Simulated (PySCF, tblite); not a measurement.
# BGe2H9OSi, a small molecule taken as a stand-in for a surface group (Ge site with back bonds [GeH3], O, [BH][SiH3]): NMR shifts, core binding energies and electronic excitations

Aim: the NMR shifts, core binding energies and electronic excitations of `[OH][GeH]([GeH3])[BH][SiH3]`.

Programs: tblite 0.8.0 and PySCF 2.14.0. All values are calculated, for the isolated system unless a continuum is named. Atoms count from 0, parts from 1.

## 1. Starting point

14 atoms, charge 0, multiplicity 1; geometry: distance geometry start.

## 2. Relaxing the cluster with GFN2-xTB

The job: settings as JSON, then the geometry in Å.

```
{"job": {"kind": "relax", "xc": "GFN2-xTB", "basis": "xTB"}, "charge": 0, "multiplicity": 1}
Ge     0.571161    -0.061443    -0.718835
Ge     2.587052    -0.520694     0.494169
O     -0.278056    -1.583432    -1.100578
B     -0.707191     1.150875     0.303452
Si    -2.584119     0.624950     0.219996
H      0.908252     0.681328    -2.044711
H      3.586231     0.647191     0.229019
H      3.094105    -1.879147     0.000182
H      2.211924    -0.575363     1.992212
H      0.182017    -2.345727    -0.691153
H     -0.436106     2.308852     0.388053
H     -3.368143     1.883210     0.325293
H     -2.828659     0.043068    -1.116878
H     -2.907470    -0.312447     1.299908
```

With the program's defaults for keys left out, this is: GFN2-xTB geometry optimisation, gas phase.

The run is started by

```bash
$ OMP_NUM_THREADS=1 python cluster_run.py task.json out
```

One launch serves the whole session: the jobs run in the order shown.

Standard output:

```text
step      E/eV     max force
  0    -420.13243    1.117
  1    -420.21525    0.885
  2    -420.32424    1.184
  3    -420.39545    0.678
  4    -420.43618    0.684
  5    -420.47208    0.369
  6    -420.48841    0.357
  7    -420.51413    0.392
  8    -420.54002    0.543
  9    -420.56483    0.456
 10    -420.57755    0.258
 11    -420.58403    0.202
 12    -420.58888    0.209
 13    -420.59428    0.298
 14    -420.60016    0.269
 15    -420.60505    0.190
 16    -420.60876    0.181
 17    -420.61216    0.165
 18    -420.61569    0.203
 19    -420.61888    0.180
 20    -420.62185    0.170
 21    -420.62522    0.176
 22    -420.62927    0.196
 23    -420.63353    0.194
 24    -420.63699    0.157
 25    -420.63930    0.120
 26    -420.64122    0.112
 27    -420.64352    0.124
 28    -420.64602    0.252
 29    -420.64676    0.261
 30    -420.64998    0.107
 31    -420.65178    0.114
 32    -420.65356    0.076
 33    -420.65459    0.074
 34    -420.65570    0.124
 35    -420.65677    0.146
 36    -420.65813    0.130
 37    -420.65934    0.103
 38    -420.66022    0.066
 39    -420.66080    0.053
 40    -420.66143    0.067
 41    -420.66231    0.121
 42    -420.66336    0.135
 43    -420.66402    0.083
 44    -420.66411    0.256
 45    -420.66478    0.099
 46    -420.66504    0.051
 47    -420.66562    0.066
 48    -420.66600    0.089
 49    -420.66627    0.067
 50    -420.66640    0.038
 51    -420.66655    0.022
 52    -420.66681    0.045
 53    -420.66716    0.063
 54    -420.66742    0.050
 55    -420.66755    0.039
 56    -420.66767    0.030
 57    -420.66781    0.036
 58    -420.66805    0.051
 59    -420.66834    0.058
 60    -420.66859    0.043
 61    -420.66874    0.040
 62    -420.66888    0.038
 63    -420.66905    0.043
 64    -420.66928    0.057
 65    -420.66953    0.048
 66    -420.66971    0.034
 67    -420.66982    0.025
 68    -420.66992    0.042
 69    -420.67007    0.063
 70    -420.67033    0.074
 71    -420.67068    0.064
 72    -420.67098    0.038
 73    -420.67114    0.034
 74    -420.67124    0.034
 75    -420.67142    0.044
 76    -420.67178    0.062
 77    -420.67245    0.085
 78    -420.67331    0.090
 79    -420.67394    0.066
 80    -420.67427    0.037
 81    -420.67448    0.040
 82    -420.67481    0.052
 83    -420.67532    0.072
 84    -420.67586    0.061
 85    -420.67619    0.038
 86    -420.67636    0.044
 87    -420.67653    0.046
 88    -420.67686    0.071
 89    -420.67759    0.099
 90    -420.67885    0.093
 91    -420.67984    0.068
 92    -420.68043    0.059
 93    -420.68092    0.074
 94    -420.68141    0.115
 95    -420.68196    0.100
 96    -420.68290    0.056
 97    -420.68328    0.063
 98    -420.68377    0.058
 99    -420.68401    0.038
100    -420.68420    0.039
101    -420.68439    0.042
102    -420.68460    0.051
103    -420.68480    0.051
104    -420.68496    0.031
105    -420.68505    0.027
106    -420.68513    0.025
107    -420.68521    0.029
108    -420.68533    0.030
109    -420.68543    0.034
110    -420.68554    0.026
111    -420.68561    0.021
112    -420.68567    0.019
113    -420.68574    0.026
114    -420.68583    0.030
115    -420.68591    0.026
116    -420.68599    0.028
117    -420.68609    0.025
118    -420.68623    0.043
119    -420.68643    0.048
120    -420.68661    0.033
121    -420.68674    0.028
122    -420.68682    0.023
123    -420.68689    0.030
124    -420.68697    0.027
125    -420.68705    0.019
126    -420.68709    0.017
127    -420.68713    0.015
128    -420.68716    0.016
129    -420.68719    0.014
130    -420.68721    0.010
131    -420.68723    0.010
132    -420.68724    0.009
133    -420.68725    0.009
134    -420.68726    0.007
```

Wall time 2.6 s (1 thread of Arm Neoverse V2, shared host).

The steps of the relaxation:

```tsv
step	energy from step 0 (eV)	largest force (eV/Å)
0	0.0000	1.1169
5	-0.3397	0.3698
10	-0.4451	0.2570
15	-0.4726	0.1897
20	-0.4894	0.1698
25	-0.5069	0.1196
30	-0.5176	0.1068
35	-0.5243	0.1461
40	-0.5290	0.0671
45	-0.5324	0.0990
50	-0.5340	0.0382
55	-0.5351	0.0392
60	-0.5362	0.0430
65	-0.5371	0.0475
70	-0.5379	0.0741
75	-0.5390	0.0447
80	-0.5418	0.0365
85	-0.5438	0.0378
90	-0.5464	0.0927
95	-0.5495	0.1001
100	-0.5518	0.0392
105	-0.5526	0.0267
110	-0.5531	0.0266
115	-0.5535	0.0257
120	-0.5542	0.0326
125	-0.5546	0.0184
130	-0.5548	0.0102
134	-0.5548	0.0079
```

Close pairs (by a distance rule), those that changed most:

```tsv
bond	before (Å)	after (Å)	change (Å)
Ge1–H6	1.560	1.503	-0.057
Ge1–H8	1.545	1.507	-0.038
Ge0–B3	2.037	2.000	-0.037
Ge0–Ge1	2.397	2.427	+0.030
O2–H9	0.980	0.955	-0.025
B3–H10	1.192	1.170	-0.022
Ge1–H7	1.532	1.510	-0.022
Ge0–H5	1.557	1.543	-0.014
```

## 3. Geometry optimisation at PBE0-D3(BJ)/def2-SVP

The job: settings as JSON, then the geometry in Å.

```
{"job": {"xc": "PBE0", "basis": "def2-SVP", "d3": "d3bj", "grid": 2, "kind": "geom", "shake": 0.01}, "charge": 0, "multiplicity": 1}
Ge     0.622698     0.022591    -0.908626
Ge     2.334261    -0.524990     0.680869
O     -0.265692    -1.464617    -1.310710
B     -0.759952     1.331059    -0.274016
Si    -2.491448     0.649432     0.426384
H      1.375099     0.387200    -2.205837
H      3.446064     0.492487     0.843821
H      3.093948    -1.798645     0.381721
H      1.849214    -0.723704     2.112459
H      0.284378    -2.228027    -1.505805
H     -0.524578     2.462387    -0.228459
H     -3.448961     1.709662     0.804146
H     -3.237364    -0.226839    -0.490113
H     -2.284143    -0.102604     1.688575
```

Standard output:

```text
step   0  E = -4547.50242586  max force = 0.025861
step   1  E = -4547.51015450  max force = 0.006183
step   2  E = -4547.51062064  max force = 0.001343
step   3  E = -4547.51068000  max force = 0.000477
step   4  E = -4547.51072016  max force = 0.000831
step   5  E = -4547.51073447  max force = 0.000724
step   6  E = -4547.51074538  max force = 0.000365
optimisation converged
```

Wall time 2 min (1 thread of Arm Neoverse V2, shared host); peak memory 0.78 GiB.

Relaxation path:

```tsv
step	energy from step 0 (eV)	largest force component (eV/Å)
0	0.0000	1.3298
1	-0.2103	0.3179
2	-0.2230	0.0691
3	-0.2246	0.0245
4	-0.2257	0.0427
5	-0.2261	0.0372
6	-0.2264	0.0188
```

Close pairs (by a distance rule), those that changed most:

```tsv
bond	before (Å)	after (Å)	change (Å)
B3–H10	1.156	1.209	+0.052
Ge0–Ge1	2.399	2.445	+0.046
Ge0–B3	2.007	2.037	+0.030
Ge1–H7	1.513	1.543	+0.030
Ge1–H6	1.516	1.541	+0.025
Si4–H12	1.471	1.496	+0.025
B3–Si4	1.988	2.012	+0.024
Ge0–O2	1.778	1.798	+0.020
```

The end geometry stands in the next job.

```tsv
at the end point	value
point group (found at 0.08 Å tolerance)	C1
rotational constants (GHz, main isotopes)	2.397, 0.746, 0.660
dipole moment (D)	1.47
```

## 4. Nuclear shieldings: PBE0/pcSseg-1

The job: settings as JSON, then the geometry in Å.

```
{"job": {"kind": "nmr", "xc": "PBE0", "basis": "pcSseg-1"}, "charge": 0, "multiplicity": 1}
Ge     0.619974    -0.013380    -0.969435
Ge     2.326021    -0.404586     0.738004
O     -0.287529    -1.550031    -1.192457
B     -0.701793     1.358676    -0.248943
Si    -2.498880     0.710544     0.382354
H      1.337132     0.357271    -2.291559
H      3.340201     0.753881     0.793371
H      3.081466    -1.709966     0.414554
H      1.672881    -0.559246     2.124444
H      0.282629    -2.300089    -1.389817
H     -0.320715     2.499476    -0.128777
H     -3.425513     1.791741     0.843198
H     -3.177579    -0.075362    -0.694230
H     -2.246443    -0.209469     1.540583
```

Method: GIAO PBE0/pcSseg-1 NMR shielding, non-relativistic, gas phase.

Standard output:

```text
coarse grid: 53856 points
cycle   1  E = -4547.5590042791  dE = -1.306e+00  |g| = 1.381e+00  |ddm| = 3.459e+00
cycle   2  E = -4547.1636598488  dE =  3.953e-01  |g| = 1.913e+00  |ddm| = 2.236e+00
cycle   3  E = -4547.7010355893  dE = -5.374e-01  |g| = 4.110e-01  |ddm| = 1.915e+00
cycle   4  E = -4547.7319331119  dE = -3.090e-02  |g| = 9.029e-02  |ddm| = 3.385e-01
cycle   5  E = -4547.7326976955  dE = -7.646e-04  |g| = 1.785e-02  |ddm| = 6.949e-02
cycle   6  E = -4547.7327612351  dE = -6.354e-05  |g| = 4.045e-03  |ddm| = 2.587e-02
cycle   7  E = -4547.7327663882  dE = -5.153e-06  |g| = 1.028e-03  |ddm| = 6.378e-03
final grid: 108768 points
cycle   8  E = -4547.7327587961  dE =  2.095e-08  |g| = 1.212e-03  |ddm| = 2.845e-03
cycle   9  E = -4547.7327585400  dE =  2.561e-07  |g| = 1.662e-03  |ddm| = 2.668e-03
cycle  10  E = -4547.7327591185  dE = -5.786e-07  |g| = 2.111e-04  |ddm| = 1.530e-03
cycle  11  E = -4547.7327591265  dE = -7.944e-09  |g| = 2.566e-05  |ddm| = 1.871e-04
cycle  12  E = -4547.7327591266  dE = -1.482e-10  |g| = 6.534e-06  |ddm| = 2.732e-05
converged SCF energy = -4547.7327591266

GIAO shielding tensors (ppm)
atom      isotropic    diamagn.    paramagn.     s11        s22        s33       span
  0 Ge    1349.745    2757.095   -1407.349   1136.494   1268.097   1644.645    508.151
  1 Ge    1669.565    2757.230   -1087.666   1635.783   1668.520   1704.391     68.608
  2 O      339.232     392.211     -52.979    282.354    341.100    394.242    111.887
  3 B      -51.185     198.120    -249.305   -213.430    -79.964    139.838    353.268
  4 Si     450.815     878.995    -428.179    435.213    448.203    469.029     33.816
  5 H       25.101      28.897      -3.796     18.441     21.580     35.282     16.841
  6 H       27.729      28.512      -0.783     21.285     22.245     39.657     18.372
  7 H       27.701      28.612      -0.911     21.563     22.773     38.767     17.204
  8 H       27.806      29.017      -1.211     21.310     23.424     38.684     17.374
  9 H       31.599      32.475      -0.876     21.206     28.204     45.386     24.180
 10 H       17.554      29.536     -11.982      0.331     25.108     27.224     26.893
 11 H       27.453      27.733      -0.280     24.139     25.268     32.951      8.812
 12 H       26.833      27.915      -1.082     22.801     27.516     30.184      7.384
 13 H       27.039      28.334      -1.295     23.550     27.391     30.177      6.626
```

It took 32 s on 1 thread of Arm Neoverse V2, shared host; peak memory 1 GiB.

The references, computed at this level on geometries of the same kind, shield at (ppm): 1H TMS 31.27, 29Si TMS 352.0, 17O H2O 334.6, 11B BF3·OEt2 100.7, 73Ge GeMe4 1330. Their shielding less the atom's gives the shift. The references are single molecules in the gas phase, so shifts against H2O, NH3, PH3, H3PO4 or CFCl3 are not on the usual liquid scales and can be off by tens of ppm.

```tsv
atoms	environment	σ (ppm)	δ (ppm)
H10	hydrogen on a boron bonded to Ge, Si	17.55	13.71
H5	hydrogen on a germanium bonded to B, Ge, O	25.10	6.17
H12	hydrogen on a silicon bonded to B	26.83	4.43
H13	hydrogen on a silicon bonded to B	27.04	4.23
H11	hydrogen on a silicon bonded to B	27.45	3.81
H7	hydrogen on a germanium bonded to Ge	27.70	3.57
H6	hydrogen on a germanium bonded to Ge	27.73	3.54
H8	hydrogen on a germanium bonded to Ge	27.81	3.46
H9	hydrogen on an oxygen bonded to Ge	31.60	-0.33
Ge0	germanium bonded to B, Ge, O, H	1350	-19
Ge1	germanium bonded to Ge, 3 H	1670	-339
O2	oxygen bonded to Ge, H	339.2	-4.7
B3	boron bonded to Ge, Si, H	-51.2	151.9
Si4	silicon bonded to B, 3 H	450.8	-98.8
```

Charges from the same density, by scheme (e):

```tsv
atoms	Mulliken	IAO	Hirshfeld	ESP fit
Ge0	0.37	0.63	0.27	0.30
Ge1	-0.04	0.17	0.20	-0.02
O2	-0.63	-0.76	-0.33	-0.69
B3	-0.24	-0.31	0.03	0.22
Si4	0.36	0.43	0.22	0.18
```

Mayer bond orders: Ge0–Ge1 0.88, Ge0–O2 0.86, Ge0–B3 0.98, B3–Si4 0.91.

## 5. X-ray photoelectron lines: SCAN, X2C

The job, as its differences from that of step 4:

```diff
@@ -1,2 +1,2 @@
-{"job": {"kind": "nmr", "xc": "PBE0", "basis": "pcSseg-1"}, "charge": 0, "multiplicity": 1}
+{"job": {"kind": "xps", "holes": 5}, "charge": 0, "multiplicity": 1}
 Ge     0.619974    -0.013380    -0.969435
```

Method: delta-SCF UKS SCAN, pcX-2 on the ionised atom, pcseg-1 elsewhere, spin-free X2C.

Standard output:

```text
ground state, core basis on atom 2 (O), 176 functions
  cycle   1  E = -4583.32000569  |g| = 8.66e-01
  cycle   2  E = -4580.61640151  |g| = 2.76e+00
  cycle   3  E = -4583.37565688  |g| = 4.59e-01
  cycle   4  E = -4583.44078062  |g| = 2.20e-01
  cycle   5  E = -4583.45364481  |g| = 7.34e-02
  cycle   6  E = -4583.45590658  |g| = 2.35e-02
  cycle   7  E = -4583.45611066  |g| = 5.36e-03
  cycle   8  E = -4583.45612243  |g| = 1.10e-03
  cycle   9  E = -4583.45612561  |g| = 4.03e-04
  E(ground) = -4583.74868978 Eh
hole in O 1s of atom 2
  cycle   1  E = -4562.86154044  |g| = 2.22e+00
  cycle   2  E = -4561.34561506  |g| = 2.52e+00
  cycle   3  E = -4563.44603825  |g| = 6.32e-01
  cycle   4  E = -4563.57453972  |g| = 3.70e-01
  cycle   5  E = -4563.68914797  |g| = 1.12e-01
  cycle   6  E = -4563.69805573  |g| = 2.42e-02
  cycle   7  E = -4563.69842939  |g| = 9.64e-03
  cycle   8  E = -4563.69849943  |g| = 2.15e-03
  cycle   9  E = -4563.69850532  |g| = 8.84e-04
  cycle  10  E = -4563.69850339  |g| = 2.35e-04
  E(ion) = -4563.99257427 Eh   <S^2> = 0.7628   hole on atom = 1.000   binding energy = 537.591 eV
ground state, core basis on atom 3 (B), 176 functions
  cycle   1  E = -4583.41356131  |g| = 7.66e-02
  cycle   2  E = -4583.41093699  |g| = 1.29e-01
  cycle   3  E = -4583.41435387  |g| = 1.77e-02
  cycle   4  E = -4583.41439825  |g| = 8.37e-03
  cycle   5  E = -4583.41442187  |g| = 1.13e-03
  cycle   6  E = -4583.41442261  |g| = 2.00e-04
  E(ground) = -4583.71196862 Eh
hole in B 1s of atom 3
  cycle   1  E = -4575.77041396  |g| = 1.16e+00
  cycle   2  E = -4573.38251853  |g| = 2.20e+00
  cycle   3  E = -4575.98240461  |g| = 6.77e-01
  cycle   4  E = -4575.98739657  |g| = 6.91e-01
  cycle   5  E = -4576.21451952  |g| = 1.72e-01
  cycle   6  E = -4576.21430319  |g| = 1.39e-01
  cycle   7  E = -4576.22615763  |g| = 1.07e-01
  cycle   8  E = -4576.23262988  |g| = 5.22e-02
  cycle   9  E = -4576.23354359  |g| = 3.88e-02
  cycle  10  E = -4576.23467549  |g| = 9.76e-03
  cycle  11  E = -4576.23474329  |g| = 1.39e-03
  cycle  12  E = -4576.23474460  |g| = 1.06e-03
  cycle  13  E = -4576.23474798  |g| = 4.93e-04
  E(ion) = -4576.53173361 Eh   <S^2> = 1.2871   hole on atom = 1.000   binding energy = 195.384 eV
ground state, core basis on atom 4 (Si), 187 functions
  cycle   1  E = -4583.51504571  |g| = 2.87e-01
  cycle   2  E = -4583.51494315  |g| = 4.25e-02
  cycle   3  E = -4583.51457778  |g| = 4.53e-02
  cycle   4  E = -4583.51527310  |g| = 1.07e-02
  cycle   5  E = -4583.51530691  |g| = 1.82e-03
  cycle   6  E = -4583.51530805  |g| = 5.28e-04
  cycle   7  E = -4583.51530641  |g| = 9.05e-05
  E(ground) = -4583.76908357 Eh
hole in Si 2p of atom 4
  cycle   1  E = -4579.26082854  |g| = 1.23e+00
  cycle   2  E = -4578.36118833  |g| = 1.37e+00
  cycle   3  E = -4579.34249615  |g| = 5.89e-01
  cycle   4  E = -4579.57937499  |g| = 1.38e-01
  cycle   5  E = -4579.58284512  |g| = 1.34e-01
  cycle   6  E = -4579.59086551  |g| = 4.13e-02
  cycle   7  E = -4579.59179506  |g| = 1.33e-02
  cycle   8  E = -4579.59195906  |g| = 3.54e-03
  cycle   9  E = -4579.59196635  |g| = 1.06e-03
  cycle  10  E = -4579.59197046  |g| = 2.97e-04
  E(ion) = -4579.85755419 Eh   <S^2> = 0.7526   hole on atom = 1.002   binding energy = 106.438 eV
  2p3/2 = 106.241 eV   2p1/2 = 106.864 eV
```

It took 30 s on 1 thread of Arm Neoverse V2, shared host; peak memory 0.67 GiB.

Binding energies by hole, beside the orbital energy of the ground state; the difference holds orbital relaxation and, for a density functional, its self-interaction error:

```tsv
hole	stands for	environment	ΔSCF (eV; 2p as the shell's mean)	−ε (eV)	⟨S²⟩
O1s on O2	O2	oxygen bonded to Ge, H	537.59	516.4	0.763
B1s on B3	B3	boron bonded to Ge, Si, H	195.38 (doubtful)	181.1	1.287
Si2p on Si4	Si4	silicon bonded to B, 3 H	106.45	95.9	0.753
```

Doubtful: the ion did not converge, its hole moved, or its ⟨S²⟩ is well above 0.75.

With the spin-orbit splitting: Si4 2p3/2 106.24, 2p1/2 106.86 eV. The table gives each 2p level as the mean over the whole 2p shell (two parts 2p3/2, one part 2p1/2), which differs a little from the single hole in the log.

## 6. Excited states and response: CAM-B3LYP/def2-SVPD

The job, as its differences from that of step 5:

```diff
@@ -1,2 +1,2 @@
-{"job": {"kind": "xps", "holes": 5}, "charge": 0, "multiplicity": 1}
+{"job": {"kind": "uv", "xc": "CAM-B3LYP", "basis": "def2-SVPD", "nstates": 6, "ntriplets": 2, "ip": true}, "charge": 0, "multiplicity": 1}
 Ge     0.619974    -0.013380    -0.969435
```

Method: TDDFT CAM-B3LYP/def2-SVPD, vertical, gas phase, core orbitals frozen in the response.

Standard output:

```text
coarse grid: 53856 points
cycle   1  E = -4548.3453375958  dE = -1.227e+00  |g| = 8.713e-01  |ddm| = 4.104e+00
cycle   2  E = -4548.1963263354  dE =  1.490e-01  |g| = 1.261e+00  |ddm| = 2.014e+00
cycle   3  E = -4548.4729371115  dE = -2.766e-01  |g| = 1.256e-01  |ddm| = 1.178e+00
cycle   4  E = -4548.4754176998  dE = -2.481e-03  |g| = 4.421e-02  |ddm| = 1.583e-01
cycle   5  E = -4548.4756980973  dE = -2.804e-04  |g| = 4.618e-03  |ddm| = 6.155e-02
cycle   6  E = -4548.4757076989  dE = -9.602e-06  |g| = 1.005e-03  |ddm| = 1.616e-02
final grid: 108768 points
cycle   7  E = -4548.4756945398  dE = -8.955e-07  |g| = 7.446e-04  |ddm| = 4.840e-03
cycle   8  E = -4548.4756946741  dE = -1.343e-07  |g| = 7.436e-04  |ddm| = 2.154e-03
cycle   9  E = -4548.4756947826  dE = -1.085e-07  |g| = 1.431e-04  |ddm| = 7.561e-04
cycle  10  E = -4548.4756947970  dE = -1.435e-08  |g| = 8.948e-05  |ddm| = 3.384e-04
cycle  11  E = -4548.4756948036  dE = -6.570e-09  |g| = 2.944e-05  |ddm| = 2.775e-04
cycle  12  E = -4548.4756948043  dE = -7.321e-10  |g| = 7.865e-06  |ddm| = 8.553e-05
converged SCF energy = -4548.4756948043

Static polarisability (au): isotropic 117.665, principal 101.902 106.215 144.880

Singlet excitations
state   eV       nm        f      main configurations
  1   3.3637    368.6   0.01638   H->L 0.69, H-1->L 0.26
  2   4.5373    273.3   0.05924   H-1->L 0.39, H-2->L 0.36, H->L 0.18
  3   4.8017    258.2   0.02740   H-2->L 0.50, H-1->L 0.31, H->L 0.10
  4   6.0545    204.8   0.00467   H-3->L 0.57, H->L+1 0.27
  5   6.0837    203.8   0.01598   H->L+1 0.55, H-3->L 0.27
  6   6.3519    195.2   0.08307   H-4->L 0.43, H-6->L 0.23, H-5->L 0.22

Triplet excitations (Tamm-Dancoff, eV): 2.6822 3.8101
Vertical ionisation energy (delta-SCF) = 9.3509 eV
Vertical electron affinity (delta-SCF) = 1.2989 eV
```

Run time: 3.2 min. Hardware: 1 thread of Arm Neoverse V2, shared host; peak memory 1.3 GiB.

Frontier orbitals and where they lie:

```tsv
orbital	eV	atoms
HOMO−3	-10.83	O2 46 %, Si4 12 %, H11 10 %
HOMO−2	-10.38	B3 27 %, Si4 26 %, H10 12 %
HOMO−1	-9.47	O2 22 %, Ge0 20 %, B3 17 %
HOMO	-8.71	Ge0 24 %, Ge1 23 %, B3 17 %
LUMO	-1.77	B3 50 %, Si4 14 %, Ge0 13 %
LUMO+1	0.49	Ge0 22 %, O2 20 %, Ge1 18 %
LUMO+2	0.93	Ge1 40 %, H8 13 %, Ge0 11 %
```

With each of the 6 states as a Gaussian band of 0.4 eV half-width at 1/e, the curve within the window shown has maxima at 368 nm (ε 660), 269 nm (ε 3,200), 196 nm (ε 3,900) L/(mol cm). Beyond the last state computed it falls off for lack of states. The curve at chosen wavelengths:

```tsv
nm	ε (L/mol/cm)
186	2023
196	3922
207	2192
217	599
228	189
238	571
249	1665
259	2767
270	3192
280	2658
291	1633
301	859
312	400
322	280
333	339
343	464
354	595
364	658
375	648
385	580
396	468
406	360
417	252
427	174
438	110
448	71
```

Ground-state properties from the same run:

```tsv
property	computed
dipole moment (D)	1.51
polarisability (Å³)	17.44
HOMO–LUMO gap (eV)	6.95
−ε(HOMO) (eV)	8.71
```

## 7. Results

| quantity | value |
| --- | --- |
| point group | C1 |
| rotational constants (main isotopes) | 2.40, 0.75, 0.66 GHz |
| 1H shifts against TMS (PBE0/pcSseg-1) | 13.71, 6.17, 4.43, 4.23, 3.81, 3.57, 3.54, 3.46, -0.33 ppm |
| 73Ge shifts against GeMe4 (PBE0/pcSseg-1) | -19, -339 ppm |
| 17O shifts against H2O (PBE0/pcSseg-1) | -4.7 ppm |
| 11B shifts against BF3·OEt2 (PBE0/pcSseg-1) | 151.9 ppm |
| 29Si shifts against TMS (PBE0/pcSseg-1) | -98.8 ppm |
| O1s binding energies, SCAN/pcX-2 | O2 537.59 eV |
| Si2p binding energies, SCAN/pcX-2 | Si4 106.45 eV |
| lowest singlet (CAM-B3LYP/def2-SVPD) | 3.36 eV (369 nm), f = 0.016 |
| brightest single state of those computed | state 6, 6.35 eV, f = 0.083 |
| lowest triplet | 2.68 eV |
| vertical ionisation energy (ΔSCF) | 9.35 eV |
| vertical electron affinity (ΔSCF) | 1.30 eV |

In words: The start of the PBE0/def2-SVP relaxation was shaken at random by about 0.01 Å, so part of the energy gained, and of the first lengths quoted, undoes that. The optimisation took 6 steps and gained 0.226 eV; among the close pairs (by a distance rule), B3–H10 changed most, from 1.156 to 1.209 Å (PBE0/def2-SVP). Hydrogens of an XH3 group are listed apart at this fixed geometry; free rotation makes them one line at their mean. At PBE0/pcSseg-1: Shielding is most anisotropic at Ge0 (span 508 ppm, paramagnetic term -1407 ppm). The lowest singlet, at 3.36 eV, is HOMO→LUMO 0.69, HOMO−1→LUMO 0.26 and is weak; of the 6 states computed, the strongest absorption comes from state 6 at 6.35 eV (the last computed, so partners may be missing). The lowest triplet lies 0.68 eV below the lowest singlet (triplets in Tamm-Dancoff, singlets in full TDDFT). ΔSCF puts the ionisation energy at 9.35 eV, 0.64 eV above −ε(HOMO). Spin-orbit coupling is left out, which matters for shieldings and couplings at and beside the heavy atoms. A capped cluster stands for the solid here, so long-range fields and strain are missing, and bands or shifts of the capping hydrogens have no counterpart in it.
